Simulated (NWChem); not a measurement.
**B3LYP/6-311+G(d,p) run of C3H5F (allyl fluoride)**

Aim: the electronic atomisation energy of C3H5F (allyl fluoride) at B3LYP/6-311+G**, from 4 runs. 

Program for the calculation: NWChem 7.3.0.

## Step 1: The system as given

C3H5F has 9 atoms, charge 0, and is taken as a singlet. As SMILES, `C=CCF`. The coordinates come from a PBE0-D4/def2-TZVP relaxation. This is one conformer, not always the lowest.

Bond lengths: C1–C2 1.324 Å, C2–C3 1.486 Å, C3–F4 1.387 Å, C1–H5 1.084 Å, C1–H6 1.086 Å, C2–H7 1.087 Å, C3–H8 1.096 Å, C3–H9 1.094 Å. Some angles: C1–C2–C3 123.6°, C2–C3–F4 110.3°, C1–C2–H7 120.6°, C3–C2–H7 115.9°, C2–C1–H5 121.7°, C2–C1–H6 121.3°, C2–C3–H8 111.1°, C2–C3–H9 111.2°, F4–C3–H8 106.9°, F4–C3–H9 108.2°.

## Step 2: A single-point energy at B3LYP/6-311+G(d,p) (run 1)

File sp.xyz:

```xyz
9

C     -0.578000     1.122500    -0.608000
C      0.352500     0.215400    -0.353400
C      0.200500    -0.852800     0.668500
F      0.430500    -2.098200     0.102300
H     -0.422500     1.909200    -1.336700
H     -1.531700     1.114000    -0.089100
H      1.299800     0.230700    -0.886500
H      0.929800    -0.730800     1.477200
H     -0.806800    -0.852300     1.094700
```

File sp.nw:

```
start sp
memory 2200 mb

geometry noautosym nocenter noautoz
  load format xyz sp.xyz
end

basis spherical bse
  C library 6-311+G**
  F library 6-311+G**
  H library 6-311+G**
end

dft
  xc b3lyp
  grid fine
  convergence energy 1e-08
  iterations 100
  mulliken
  noprint "final vectors analysis"
end

task dft energy
```

Launch:

```bash
$ nwchem sp.nw > sp.out
```

The log of the run:

```text
[...]
          Wavefunction type:  closed shell.
          No. of atoms     :     9
          No. of electrons :    32
[...]
          Charge           :     0
          Spin multiplicity:     1
[...]
          AO basis - number of functions:   118
[...]
              XC Information
              --------------
                         B3LYP Method XC Potential
                     Hartree-Fock (Exact) Exchange  0.200
                        Slater Exchange Functional  0.800 local
                    Becke 1988 Exchange Functional  0.720 non-local
              Lee-Yang-Parr Correlation Functional  0.810
                  VWN I RPA Correlation Functional  0.190 local
[...]
 d= 0,ls=0.0,diis     1   -217.1392432484 -3.32D+02  8.07D-03  7.96D-01     2.9
[...]
 d= 0,ls=0.0,diis    10   -217.2084578879 -6.04D-09  3.07D-07  4.01D-09    23.0
         Total DFT energy =     -217.208457887928
      One electron energy =     -523.109408301764
           Coulomb energy =      219.936026839753
    Exchange-Corr. energy =      -28.615692972013
 Nuclear repulsion energy =      114.580616546095
[...]
```

It took 24 s on 1 thread of AMD EPYC 9R14 (Zen 4), shared host; peak memory 0.12 GiB.

## Step 3: The C atom at the same level (run 2)

File c.nw:

```
start c
title "C"
memory 2200 mb
geometry units bohr noautosym nocenter noautoz
 C    0.00000000   0.00000000   0.00000000
end
basis spherical bse
 * library 6-311+G**
end
dft
 xc b3lyp
 mult 3
 grid fine
 convergence energy 1e-08
 maxiter 100
 mulliken
 print low
end
task dft energy
```

Run the same way, it converges to -37.85727 Eh (log not shown).

## Step 4: The F atom (run 3)

File struct.nw:

```
start struct
memory total 2200 mb

geometry units angstrom noautosym nocenter noautoz
  F     0.000000    0.000000    0.000000
end

basis spherical bse
  * library 6-311+G**
end

dft
  xc b3lyp
  mult 2
  grid fine
  convergence energy 1e-08
  iterations 100
  mulliken
  print low
end

task dft energy
```

Launch:

```bash
$ nwchem struct.nw > struct.out
```

The log of the run:

```text
[...]
 d= 0,ls=0.0,diis     1    -99.7480545771 -9.97D+01  4.06D-03  1.01D-01     0.1
[...]
 d= 0,ls=0.0,diis     7    -99.7605803114 -6.80D-10  4.15D-08  4.15D-12     0.3
[...]
         Total DFT energy =      -99.760580311360
      One electron energy =     -139.134141167109
           Coulomb energy =       49.744716547720
    Exchange-Corr. energy =      -10.371155691972
 Nuclear repulsion energy =        0.000000000000
[...]
      Total Density - Mulliken Population Analysis
     ---------------------------------------------
    Atom       Charge   Shell Charges
 -----------   ------   -------------------------------------------------------
    1 F    9     9.00   1.08  0.92  1.15  1.14  2.19  0.87  1.52 -0.00  0.14  0.00
     --------------------------------------------
      Spin Density - Mulliken Population Analysis
     --------------------------------------------
    Atom       Charge   Shell Charges
 -----------   ------   -------------------------------------------------------
    1 F    9     1.00  -0.00  0.00  0.25  0.02  0.48 -0.02  0.27 -0.01  0.00  0.00
[...]
      <S2> =      0.7513 (Exact =     0.7500)
[...]
```

Wall time 0.82 s (1 thread of AMD EPYC 9R14 (Zen 4), shared host); peak memory 0.11 GiB.

## Step 5: The H atom, same level (run 4)

File h.nw:

```
start h
title "H energy"
memory 2200 mb

geometry units angstroms noautosym nocenter noautoz
 H      0.000000     0.000000     0.000000
end

basis spherical bse
 * library 6-311+G**
end

dft
 xc b3lyp
 mult 2
 grid fine
 convergence energy 1e-08
 iterations 100
 mulliken
 noprint "final vectors analysis"
end

task dft energy
```

Run the same way, it converges to -0.50216 Eh (log not shown).

## Step 6: The series

```csv
run,level,partner,energy (Eh),wall time
1,B3LYP/6-311+G**,base,-217.208458,24 s
2,UB3LYP/6-311+G**,atoms,-37.857267,0.82 s
3,UB3LYP/6-311+G**,atoms,-99.760580,0.82 s
4,UB3LYP/6-311+G**,atoms,-0.502156,0.62 s
```

## Step 7: What came out

Level: B3LYP/6-311+G**.

```
                     quantity        value
         H atom: total energy  -0.50216 Eh
                 H atom: ⟨S²⟩        0.750
electronic atomisation energy    37.152 eV
```

Taking the molecule apart into free atoms costs 37.15 eV (3585 kJ/mol), before zero-point energy and without spin-orbit coupling. All runs together took 26 s, the longest 24 s.
